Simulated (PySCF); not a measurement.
# B2Cl2F2H2Si: the cost of one run

Computed with PySCF 2.14.0, with density-fitted response routines of our own, on a single molecule in the gas phase. Atoms count from 0, in the outputs and in this text.

## Step 1: The molecule as given

9 atoms, charge 0, multiplicity 1; geometry from: GFN2-xTB. The atoms were then displaced at random by about 0.01 Å, so the start is not that level's minimum.

Bonds of the start (Å): F0–B1 1.29, B1–F2 1.32, B1–Si3 2.02, Si3–B4 1.98, B4–Cl5 1.73, B4–Cl6 1.72, Si3–H7 1.47, Si3–H8 1.48.

## Step 2: Geometry optimisation at PBE0-D3(BJ)/def2-SVP

Job settings and geometry (Å):

```
{"job": {"xc": "PBE0", "basis": "def2-SVP", "d3": "d3bj", "grid": 1, "shake": 0.01, "kind": "geom"}, "charge": 0, "multiplicity": 1}
F     -2.351900     0.758150    -0.775550
B     -1.645090    -0.237380    -0.369590
F     -2.080080    -1.384440    -0.868490
Si     0.005290    -0.039200     0.780390
B      1.586430     0.254200    -0.369040
Cl     2.079650     1.848210    -0.817430
Cl     2.514130    -1.057770    -0.980320
H     -0.193110     1.074880     1.726400
H      0.142490    -1.233810     1.639890
```

Run with:

```sh
$ OMP_NUM_THREADS=1 python probes_run.py task.json out
```

One launch serves the whole session: the jobs run in the order shown.

**Question.** How long does this first job take on 1 thread of Arm Neoverse V1, shared host, and how much memory does it need?

About 42 s, with a peak of 0.47 GiB.
